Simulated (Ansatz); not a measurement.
**CH7NSn (SMILES C[NH][SnH3]) at BCCD(T)/def2-SVP (core potential)**

What is the energy change on altering one bond length of CH7NSn at BCCD(T)/def2-SVP (core potential)? 

The calculation is run with Ansatz 0.2.0.

74 further runs of the same task are left out: 74 set aside as unsound or not needed.

## (1) The structure to begin with

CH7NSn: 10 atoms, total charge 0, spin state singlet. As SMILES, `C[NH][SnH3]`. The shape is that of a PBE0-D4/def2-TZVP optimisation.

Bond lengths: C1–N2 1.451 Å, N2–Sn3 2.028 Å, C1–H4 1.095 Å, C1–H5 1.094 Å, C1–H6 1.101 Å, N2–H7 1.011 Å, Sn3–H8 1.705 Å, Sn3–H9 1.706 Å, Sn3–H10 1.718 Å. Some angles: C1–N2–Sn3 118.3°, C1–N2–H7 111.0°, Sn3–N2–H7 112.3°, N2–C1–H4 110.3°, N2–C1–H5 109.7°, N2–C1–H6 115.2°, N2–Sn3–H8 106.4°, N2–Sn3–H9 105.8°, N2–Sn3–H10 112.2°, H4–C1–H5 106.6°.

## (2) The energy at BCCD(T)/def2-SVP (core potential)

The input, molecule.yaml:

```yaml
crystal:
  periodic: [false, false, false]
  atoms:
    - {symbol: C, position_ang: [-0.898400, 0.758000, -0.879200]}
    - {symbol: "N", position_ang: [-0.343000, -0.532900, -0.516500]}
    - {symbol: Sn, position_ang: [0.897300, -0.629400, 1.085100]}
    - {symbol: H, position_ang: [-1.664200, 0.637600, -1.652700]}
    - {symbol: H, position_ang: [-1.396800, 1.201100, -0.011700]}
    - {symbol: H, position_ang: [-0.168200, 1.494600, -1.247500]}
    - {symbol: H, position_ang: [0.037300, -1.004000, -1.326200]}
    - {symbol: H, position_ang: [1.451700, -2.239000, 1.169900]}
    - {symbol: H, position_ang: [-0.052600, -0.195500, 2.433700]}
    - {symbol: H, position_ang: [2.220200, 0.458400, 0.948000]}
basis:
  gaussian:
    orbitals: def2-SVP
correlation:
  method: bccd_t
  frozen_orbitals: {C: 1, H: 0, "N": 1, Sn: 4}
accuracy: high
scf:
  omitted_lower_state_checks: [cluster_reference, increment]
```

On the command line:

```bash
$ ansatz run molecule.yaml --threads 1 --pin off --max-ram 3480MiB --events-out events.jsonl --progress --plain --runs-dir runs
```

The log of the run:

```text
Warning: RAYON_NUM_THREADS=1 ignored (pool sized by the plan → 1); use --threads N
Functional definition: HF
  name "HF"
  exchange = exact_x
  correlation = 0
these checks for a lower state are left out or cut short: cluster_reference, increment
2266 factors; integrals over basis functions are off by at most 3.0e-9 eV
mean field evaluation 1: about -8422.8146 eV, gradient 3.0e1 eV
mean field evaluation 2: about -8422.9348 eV, gradient 3.0e1 eV
mean field evaluation 4: about -8425.2536 eV, gradient 3.1e0 eV
mean field evaluation 8: about -8425.2877 eV, gradient 1.4e-1 eV
mean field -8425.28777091 eV, -309.6236147156 hartree, gradient 5.3e-8 eV, S^2 0.000000; 0 other end points of the search recorded, 0 dependent functions left out
6 core orbitals not correlated: weight in the atoms' cores, before any rotation towards them, 1.000 or more for the frozen orbitals, at most 0.000 for the correlated occupied ones
reference -8425.28777091 eV, -309.6236147156 hartree; 15, 15 occupied and 68, 68 virtual orbitals, 2266 factors
second order -11.99804435 eV of doubles, -0.00000000 eV of singles
cycle   1  -12.79746505 eV  change   -8.0e-1 eV  update   8.5e-2
cycle   2  -13.18845698 eV  change   -3.9e-1 eV  update   2.6e-2
cycle   3  -13.25547890 eV  change   -6.7e-2 eV  update   1.2e-2
cycle   4  -13.25055828 eV  change    4.9e-3 eV  update   3.2e-3
cycle   5  -13.24938103 eV  change    1.2e-3 eV  update   1.5e-3
cycle   6  -13.24902845 eV  change    3.5e-4 eV  update   5.1e-4
cycle   7  -13.24886606 eV  change    1.6e-4 eV  update   2.0e-4
cycle   8  -13.24883258 eV  change    3.3e-5 eV  update   8.1e-5
cycle   9  -13.24886296 eV  change   -3.0e-5 eV  update   2.5e-5
cycle  10  -13.24885602 eV  change    6.9e-6 eV  update   9.2e-6
cycle  11  -13.24886128 eV  change   -5.3e-6 eV  update   3.9e-6
cycle  12  -13.24886202 eV  change   -7.4e-7 eV  update   1.2e-6
cycle  13  -13.24886294 eV  change   -9.2e-7 eV  update   4.7e-7
cycle  14  -13.24886312 eV  change   -1.9e-7 eV  update   1.4e-7
cycle  15  -13.24886315 eV  change   -3.1e-8 eV  update   6.0e-8
cycle  16  -13.24886315 eV  change    2.7e-9 eV  update   3.3e-8
cycle  17  -13.24886315 eV  change    3.7e-9 eV  update   2.3e-8
cycle  18  -13.24886338 eV  change   -2.4e-7 eV  update   1.1e-7
cycle  19  -13.24886338 eV  change    1.3e-9 eV  update   2.8e-8
cycle  20  -13.24886339 eV  change   -6.3e-9 eV  update   7.6e-9
cycle  21  -13.24886339 eV  change   7.3e-10 eV  update   2.7e-9
perturbative correction -0.37965286 eV, -0.0139519853 hartree
Total energy: -8438.91628715 eV, -310.1244534499 hartree
Checks for a lower state left out: cluster_reference, increment
```

Run time: 34 s. Hardware: 1 thread of Arm Neoverse V2, shared host; peak memory 0.85 GiB.

## (3) The distorted shape, same level

The input, job.yaml:

```yaml
crystal:
  periodic: [false, false, false]
  atoms:
    - symbol: C
      position_ang: [-2.485870, -0.547352, -0.714681]
    - symbol: N
      position_ang: [-1.930470, -1.838252, -0.351981]
    - symbol: Sn
      position_ang: [-0.690170, -1.934752, 1.249619]
    - symbol: H
      position_ang: [-3.251670, -0.667752, -1.488181]
    - symbol: H
      position_ang: [-2.984270, -0.104252, 0.152819]
    - symbol: H
      position_ang: [-1.755670, 0.189248, -1.082981]
    - symbol: H
      position_ang: [-1.550170, -2.309352, -1.161681]
    - symbol: H
      position_ang: [-0.135770, -3.544352, 1.334419]
    - symbol: H
      position_ang: [-1.640070, -1.500852, 2.598219]
    - symbol: H
      position_ang: [2.220200, 0.458400, 0.948000]
basis:
  gaussian:
    orbitals: def2-SVP
correlation:
  method: bccd_t
  frozen_orbitals: {C: 1, H: 0, "N": 1, Sn: 4}
scf:
  omitted_lower_state_checks: [cluster_reference, increment]
accuracy: high
```

On the command line:

```bash
$ ansatz run job.yaml --threads 1 --pin off --max-ram 3480MiB --events-out events.jsonl --progress --plain --runs-dir runs
```

The log of the run:

```text
Warning: RAYON_NUM_THREADS=1 ignored (pool sized by the plan → 1); use --threads N
[... 4 set-up lines as earlier in the session ...]
these checks for a lower state are left out or cut short: cluster_reference, increment
2224 factors; integrals over basis functions are off by at most 8.8e-9 eV
mean field evaluation 1: about -8417.0683 eV, gradient 3.0e1 eV
mean field evaluation 2: about -8417.1783 eV, gradient 3.0e1 eV
mean field evaluation 4: about -8420.3269 eV, gradient 3.3e0 eV
mean field evaluation 8: about -8420.3697 eV, gradient 2.9e-1 eV
mean field evaluation 16: about -8420.3703 eV, gradient 1.2e-8 eV
mean field -8420.37034061 eV, -309.4429024855 hartree, gradient 1.2e-8 eV, S^2 0.000000; 1 other end points of the search recorded, 0 dependent functions left out; unrestricted orbitals would lower it
6 core orbitals not correlated: weight in the atoms' cores, before any rotation towards them, 1.000 or more for the frozen orbitals, at most 0.000 for the correlated occupied ones
reference -8420.37034061 eV, -309.4429024855 hartree; 15, 15 occupied and 68, 68 virtual orbitals, 2224 factors
second order -12.75783662 eV of doubles, -0.00000000 eV of singles
cycle   1  -13.34036130 eV  change    -1.7e0 eV  update   1.5e-1
cycle   2  -13.99135934 eV  change   -6.5e-1 eV  update   9.6e-2
cycle   3  -14.27894959 eV  change   -2.9e-1 eV  update   6.9e-2
cycle   4  -14.76431924 eV  change   -4.9e-1 eV  update   4.8e-2
cycle   5  -14.70999630 eV  change    5.4e-2 eV  update   9.1e-3
cycle   6  -14.71337997 eV  change   -3.4e-3 eV  update   7.3e-3
cycle   7  -14.71509437 eV  change   -1.7e-3 eV  update   3.1e-3
cycle   8  -14.72527227 eV  change   -1.0e-2 eV  update   1.6e-3
cycle   9  -14.71547886 eV  change    9.8e-3 eV  update   9.4e-4
cycle  10  -14.72165643 eV  change   -6.2e-3 eV  update   1.2e-3
cycle  11  -14.72241076 eV  change   -7.5e-4 eV  update   3.3e-4
cycle  12  -14.72274796 eV  change   -3.4e-4 eV  update   1.2e-4
cycle  13  -14.72284599 eV  change   -9.8e-5 eV  update   5.1e-5
cycle  14  -14.72292572 eV  change   -8.0e-5 eV  update   2.2e-5
cycle  15  -14.72293904 eV  change   -1.3e-5 eV  update   8.3e-6
cycle  16  -14.72293201 eV  change    7.0e-6 eV  update   3.6e-6
cycle  17  -14.72293170 eV  change    3.0e-7 eV  update   1.8e-6
cycle  18  -14.72293250 eV  change   -8.0e-7 eV  update   8.1e-7
cycle  19  -14.72293415 eV  change   -1.7e-6 eV  update   4.2e-7
cycle  20  -14.72293440 eV  change   -2.4e-7 eV  update   1.8e-7
cycle  21  -14.72293483 eV  change   -4.3e-7 eV  update   1.2e-7
cycle  22  -14.72293448 eV  change    3.5e-7 eV  update   1.3e-7
cycle  23  -14.72293362 eV  change    8.6e-7 eV  update   1.8e-7
cycle  24  -14.72293336 eV  change    2.6e-7 eV  update   9.0e-8
cycle  25  -14.72293331 eV  change    5.0e-8 eV  update   5.1e-8
cycle  26  -14.72293321 eV  change    1.0e-7 eV  update   4.0e-8
cycle  27  -14.72293314 eV  change    6.9e-8 eV  update   2.7e-8
cycle  28  -14.72293308 eV  change    6.3e-8 eV  update   1.6e-8
cycle  29  -14.72293304 eV  change    4.0e-8 eV  update   7.1e-9
cycle  30  -14.72293303 eV  change    1.1e-8 eV  update   1.8e-9
cycle  31  -14.72293303 eV  change   6.3e-10 eV  update  4.6e-10
perturbative correction -0.77740962 eV, -0.0285692765 hartree
WARN: these amplitudes may be one of several solutions (largest doubles amplitude 0.55, level shift 2.99 eV)
Total energy: -8435.87068326 eV, -310.0125295713 hartree
Checks for a lower state left out: cluster_reference, increment
```

Run time: 42 s. Hardware: 1 thread of Arm Neoverse V2, shared host; peak memory 0.83 GiB.

## (4) What came out

Level: BCCD(T)/def2-SVP (core potential), 6 core orbitals frozen.

```
                                                           quantity          value
                                          first shape: total energy  -310.12445 Eh
           first shape: correlation energy (6 core orbitals frozen)     -500.8 mEh
                                        first shape: (T) correction     -13.95 mEh
                                      distorted shape: total energy  -310.01253 Eh
       distorted shape: correlation energy (6 core orbitals frozen)     -569.6 mEh
                                    distorted shape: (T) correction     -28.57 mEh
energy change with the Sn3–H10 bond stretched from 1.718 to 3.780 Å       3.046 eV
```

With the Sn3–H10 bond stretched from 1.718 to 3.780 Å the energy rises by 3.05 eV (294 kJ/mol). The first shape isn't relaxed at this level, so the change isn't measured from a minimum. A restricted reference can't describe the breaking bond well at this length. The triples (first shape) make up 2.8 % of the correlation energy. The restricted solution (distorted shape) is unstable to spin breaking: an unrestricted one lies lower. The triples (distorted shape) make up 5.0 % of the correlation energy.
